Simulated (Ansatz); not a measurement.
# TiPtC4N4: the cost of one run

Method: DFT PBE, scalar-relativistic, plane waves, PAW, in Ansatz 0.2.0.

**1. The structure to begin with**

Symmetry: P4/mmm, No. 123, tetragonal system. Conventional cell: a = 7.234 Å, b = 7.234 Å, c = 3.344 Å, α = 90.00°, β = 90.00°, γ = 90.00°. Ti (site symmetry 4/mmm) has 4 C at 1.94 Å in its first shell of neighbours. Around Pt (site symmetry 4/mmm) lie 4 N at 2.01 Å. Around C (site symmetry m2m) lie 1 N at 1.17 Å and 1 Ti at 1.94 Å. N (site symmetry m2m) has 1 C at 1.17 Å and 1 Pt at 2.01 Å in its first shell of neighbours.

As a file:

```xyz
10
Lattice="7.2344 0.0000 0.0000 0.0000 7.2344 0.0000 0.0000 0.0000 3.3442" Properties=species:S:1:pos:R:3 pbc="T T T"
Ti    0.0000    0.0000    0.0000
Pt    3.6172    3.6172    0.0000
C     1.3704    5.8640    0.0000
C     5.8640    1.3704    0.0000
C     1.3704    1.3704    0.0000
C     5.8640    5.8640    0.0000
N     2.1977    5.0367    0.0000
N     5.0367    2.1977    0.0000
N     2.1977    2.1977    0.0000
N     5.0367    5.0367    0.0000
```

Recipe of the guess: stacked square cyanide-bridged sheets (P4/mmm, No. 123). The dimensions are guesses.

**2. A first look at the guess**

The input, input.yaml:

```yaml
crystal:
  lattice:
    - [7.23440948, 0.0, 0.0]
    - [0.0, 7.23440948, 0.0]
    - [0.0, 0.0, 3.34421344]
  atoms:
    - { symbol: Ti, position: [0.0, 0.0, 0.0], spin: 1.0 }
    - { symbol: Pt, position: [0.5, 0.5, 0.0] }
    - { symbol: C, position: [0.1894243, 0.8105757, 0.0] }
    - { symbol: C, position: [0.8105757, 0.1894243, 0.0] }
    - { symbol: C, position: [0.1894243, 0.1894243, 0.0] }
    - { symbol: C, position: [0.8105757, 0.8105757, 0.0] }
    - { symbol: "N", position: [0.30378262, 0.69621738, 0.0] }
    - { symbol: "N", position: [0.69621738, 0.30378262, 0.0] }
    - { symbol: "N", position: [0.30378262, 0.30378262, 0.0] }
    - { symbol: "N", position: [0.69621738, 0.69621738, 0.0] }
basis:
  ecutwfc: 420
kpoints:
  mp_grid: { grid: [4, 4, 6] }
hamiltonian:
  xc: pbe
scf:
  occupations: { method: gaussian, width: 0.1 }
  lower_state_search: "off"
output:
  forces: true
  stress: true
  eigenvalues: true
  populations: true
magnetization:
  spin_polarized: true
```

Run with:

```sh
$ ansatz run input.yaml --threads 1 --pin off --max-ram 2560MiB --backend cpu --events-out ev --progress --plain --runs-dir out
```

**Question.** How long does this run take on 1 thread of AMD EPYC 9R45 (Zen 5), shared host, and how much memory does it need?

About 13 s, with a peak of 0.66 GiB.
